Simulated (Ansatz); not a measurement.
# SbW (CsCl type): how the settings move a single-point run

Aim: see which settings change the result for SbW (CsCl type), by how much, and at what cost.

Computed with Ansatz 0.2.0 (reference: DFT, PBE, all-electron LAPW, scalar-relativistic, unless a step's input says otherwise).

1 further run of the same task is left out (it didn't finish). Runs told in other sessions of the task aren't counted.

## Step 1: The starting structure

Symmetry: Pm-3m, No. 221, cubic system. The conventional cell has a = 3.038 Å, b = 3.038 Å, c = 3.038 Å, α = 90.00°, β = 90.00°, γ = 90.00°. Around W (site symmetry m-3m) lie 8 Sb at 2.63 Å. Sb (site symmetry m-3m) is surrounded by 8 W at 2.63 Å.

As a file:

```
W Sb
1.0
     3.03848    0.00000    0.00000
     0.00000    3.03848    0.00000
     0.00000    0.00000    3.03848
W Sb
1 1
Direct
  0.00000 0.00000 0.00000
  0.50000 0.50000 0.50000
```

## Step 2: The reference run

input.yaml reads:

```yaml
crystal:
  lattice:
    - [3.0384822497, 0.0, 0.0]
    - [0.0, 3.0384822497, 0.0]
    - [0.0, 0.0, 3.0384822497]
  atoms:
    - { symbol: W, position: [0.0, 0.0, 0.0] }
    - { symbol: Sb, position: [0.5, 0.5, 0.5] }
kpoints:
  mp_grid: { grid: [12, 12, 12] }
scf:
  occupations: { method: fermi_dirac, width: 0.08 }
hamiltonian:
  xc: pbe
  pseudopotentials: { kind: all_electron, lapw: { basis_error: 0.001 } }
output:
  forces: true
  stress: true
  eigenvalues: true
  populations: true
```

The run is started by

```
$ ansatz run input.yaml --threads 1 --pin off --max-ram 2048MiB --backend cpu --events-out ev --progress --plain --runs-dir out
```

## Step 3: Changing settings: mp_grid.shift [0.5, 0.5, 0.5]

Edit input.yaml of step 2 so:

```diff
@@ -9,3 +9,3 @@
 kpoints:
-  mp_grid: { grid: [12, 12, 12] }
+  mp_grid: { grid: [12, 12, 12], shift: [0.5, 0.5, 0.5] }
 scf:
```

Before running it: what results should come out? Wanted: for each run, ending; energy change; pressure; gap; force.

The runs gave:

```tsv
run	ending	energy change	pressure (GPa)	gap (eV)	force (eV/Å)	cycles	time
reference	converged	0	91.5	0.00	0.00	9	35 s
1: mp_grid.shift [0.5, 0.5, 0.5]	converged	+0.6 meV/atom	91.3	0.00	0.00	9	25 s
```

Residual by cycle in the longest SCF loop of each run; runs are numbered as in the table. The quantity is the density residual dr2, in eV.

```tsv
cycle	reference	run 1
1	0.336	0.327
2	0.116	0.109
3	0.0331	0.0317
4	0.0135	0.0126
5	7.1e-4	7.1e-4
6	1.2e-4	1.2e-4
7	1.6e-5	1.6e-5
8	1.7e-6	1.5e-6
9	6.5e-8	6.8e-8
```

Changing the k-point mesh moves the energy by +0.6 meV/atom. The energy is not variational in the mesh, so the sign tells nothing. The structure is not at rest: the sound run finds 91 GPa, so these are no properties of the relaxed crystal. The reference has no spin polarisation; with W present, a magnetic state may lie lower.
